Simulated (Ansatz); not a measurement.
# In2Cl2F4: one species, many methods

One table from this session's results is given with a row withheld; the runs are named, their logs left out.

Method: functionals in def2-TZVPP, the program's frozen cores in correlated methods; program: Ansatz 0.2.0, Gaussian basis.

Plan: LDA (SPW92), PBE-D4, revPBE-D4, BLYP-D4, r2SCAN-D4, B97M-V, PBE0-D4, B3LYP-D4, r2SCANh-D4, r2SCAN0-D4, HSE06-D4, BHLYP-D4, CAM-B3LYP-D4, LC-ωPBE, ωB97X-V, ωB97M-V, B2PLYP, PBE-QIDH; CCSD(T)/def2-SVP; CCSD(T)/def2-TZVPP; MP2/def2-QZVPP; extrapolation to the limit; RPA on PBE.

2 further runs of the same task are left out: 1 that didn't finish, 1 set aside as unsound or not needed.

## The relaxed structure

An earlier PBE0-D4 in a triple-zeta def2 set relaxation fixed the geometry. In takes the def2 core potential; no spin-orbit term is included.

8 atoms, charge 0, spin multiplicity 1.

Atoms are counted from 1 here; the program's logs count them from 0.

Bond lengths: F1–In2 1.916 Å, In2–Cl3 2.273 Å, In2–F4 2.101 Å, In2–F8 2.101 Å, F4–In5 2.101 Å, In5–F6 1.916 Å, In5–Cl7 2.273 Å, In5–F8 2.101 Å. Angles: F1–In2–Cl3 131.4°, F1–In2–F4 106.4°, F1–In2–F8 106.4°, Cl3–In2–F4 111.4°, Cl3–In2–F8 111.5°, F4–In2–F8 75.8°, In2–F4–In5 104.2°, F4–In5–F6 106.4°, F4–In5–Cl7 111.5°, F4–In5–F8 75.8°, F6–In5–Cl7 131.4°, F6–In5–F8 106.5°, Cl7–In5–F8 111.4°, In2–F8–In5 104.2°.

Set-up of the first run:

File in.yaml:

```yaml
crystal:
  periodic: [false, false, false]
  atoms:
    - {symbol: F, position_ang: [-0.291979, -1.780111, 2.373148]}
    - {symbol: In, position_ang: [0.644274, -1.323274, 0.765536]}
    - {symbol: Cl, position_ang: [2.448360, -2.269951, -0.243277]}
    - {symbol: F, position_ang: [0.748372, 0.774805, 0.713373]}
    - {symbol: In, position_ang: [-0.720695, 1.328875, -0.683174]}
    - {symbol: F, position_ang: [-2.216180, 1.966030, 0.330372]}
    - {symbol: Cl, position_ang: [0.208179, 2.073162, -2.620154]}
    - {symbol: F, position_ang: [-0.820342, -0.769525, -0.635834]}
basis:
  gaussian: {orbitals: def2-TZVPP}
hamiltonian: {xc: lda}
output: {orbitals: {seedname: orbitals}}
```

On the command line:

```console
$ ansatz run in.yaml --threads 2 --pin off --events-out ev --progress --plain --max-ram 20480MiB --backend cpu
```

Among the steps run: LDA; PBE-D4 (GGA); revPBE-D4 (GGA); BLYP-D4 (GGA); r2SCAN-D4 (meta-GGA); B97M-V (meta-GGA); PBE0-D4 (hybrid); B3LYP-D4 (hybrid); r2SCANh-D4 (hybrid); r2SCAN0-D4 (hybrid); HSE06-D4 (hybrid); BHLYP-D4 (hybrid); CAM-B3LYP-D4 (range-separated); LC-ωPBE (range-separated); ωB97X-V (range-separated); ωB97M-V (range-separated); B2PLYP (double hybrid); PBE-QIDH (double hybrid).

One of the session's tables, all rows but one given; the rest of the session is left out.

It belongs to the step «Orbital energies across the functionals». 

| functional | HOMO (eV) | LUMO (eV) | gap (eV) |
| --- | --- | --- | --- |
| LDA (SPW92) | -8.64 | -4.65 | 3.98 |
| PBE-D4 | -8.43 | -4.24 | 4.19 |
| revPBE-D4 | -8.35 | -4.08 | 4.28 |
| BLYP-D4 | -8.27 | -4.21 | 4.07 |
| r2SCAN-D4 | -8.81 | -4.04 | 4.78 |
| B97M-V | -8.87 | -4.12 | 4.75 |
| PBE0-D4 | -9.91 | -3.33 | 6.57 |
| B3LYP-D4 | -9.62 | -3.68 | 5.95 |
| r2SCANh-D4 | -9.36 | -3.71 | 5.65 |
| r2SCAN0-D4 | -10.17 | -3.21 | 6.95 |
| HSE06-D4 | -9.50 | -3.70 | 5.80 |
| BHLYP-D4 | -11.23 | -2.44 | 8.79 |
| CAM-B3LYP-D4 | -11.32 | -2.40 | 8.93 |
| LC-ωPBE | -12.75 | -1.02 | 11.74 |
| ωB97X-V | -12.36 | -1.20 | 11.16 |
| ωB97M-V | ? | ? | ? |

Q: Estimate the row for ωB97M-V from the others.

**Answer.** HOMO (eV): -12.21; LUMO (eV): -1.33; gap (eV): 10.88. In the column «HOMO (eV)» it lies between ωB97X-V (-12.36) and CAM-B3LYP-D4 (-11.32).
